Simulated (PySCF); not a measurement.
# GeB: bond curves at several levels of theory

One table from this session's results is given with a row withheld; the runs are named, their logs left out.

Program: PySCF 2.14.0. Level of theory: Ge def2-TZVPP, B def2-TZVPP, no relativity. These are calculated values, not measurements.

Set-up of the first run:

A driver script around PySCF takes these settings:

```
atoms                         : Ge, B
charge                        : 0
basis                         : Ge def2-TZVPP, B def2-TZVPP
Hamiltonian                   : no relativity
basis functions               : 79
electrons treated             : 37
masses in u                   : 73.9212, 11.0093
levels                        : PBE0, PBE, r²SCAN, M06, BHandHLYP, M06-2X, HSE06, HF, MP2, SCS-MP2, CCSD, CCSD(T)
grid                          : 80 radial by 434 angular points
occupations                   : held fixed by the projection of orbital angular momentum
dissociation limit            : Ge + B, each in its ground configuration
starting distance in angstrom : 1.975
values of 2S to try           : 1, 3
```

Started as:

```sh
$ OMP_NUM_THREADS=1 python dia.py task.json out
```

Steps of the session up to this table: Input; First curve: PBE0; Higher solutions at PBE0; PBE (GGA); r²SCAN (meta-GGA); M06 (hybrid meta-GGA); BHandHLYP; M06-2X (hybrid meta-GGA); HSE06; UHF (mean field); Correlated methods on the Hartree–Fock reference.

One of the session's tables, all rows but one given; the rest of the session is left out.

Energy (eV) from each level's lowest point:

| R (Å) | UHF | UHF-MP2 | UHF-SCS-MP2 | UHF-CCSD | UHF-CCSD(T) |
| --- | --- | --- | --- | --- | --- |
| 1.706 | 0.764 | 0.853 | 0.861 | n/a | n/a |
| 1.786 | 0.296 | 0.374 | 0.380 | 0.388 | 0.423 |
| 1.865 | 0.062 | 0.113 | 0.117 | 0.120 | 0.141 |
| 1.925 | 0.000 | 0.022 | 0.025 | 0.026 | 0.036 |
| 1.984 | 0.010 | 0.000 | 0.000 | 0.000 | 0.000 |
| 2.043 | 0.070 | 0.031 | 0.026 | 0.026 | 0.017 |
| 2.123 | 0.201 | 0.140 | 0.125 | 0.118 | 0.099 |
| 2.222 | ? | ? | ? | ? | ? |
| 2.341 | 0.643 | 0.696 | 0.630 | 0.553 | 0.527 |
| 2.500 | 0.948 | 1.178 | 1.057 | n/a | n/a |

**Question.** Estimate the row for R (Å) = 2.222.

Worked estimate for «UHF». A straight line through the neighbours (2.123, 0.201) and (2.341, 0.643) gives 0.201 + (0.643 − 0.201) × (2.222 − 2.123) / (2.341 − 2.123) = 0.402; a parabola fitted to 4 rows on both sides gives 0.403.

**Answer.** UHF: 0.399; UHF-MP2: 0.360; UHF-SCS-MP2: 0.326; UHF-CCSD: 0.293; UHF-CCSD(T): 0.269. In «UHF» the line misses by +0.003 and the parabola by +0.004.

Limits of these values: Lowest PBE0 solution found, without spin–orbit coupling: ⁴Σ⁻ (quartet), unpaired electrons σ ↑, π ↑↑. Warnings in the runs' records: inverted.
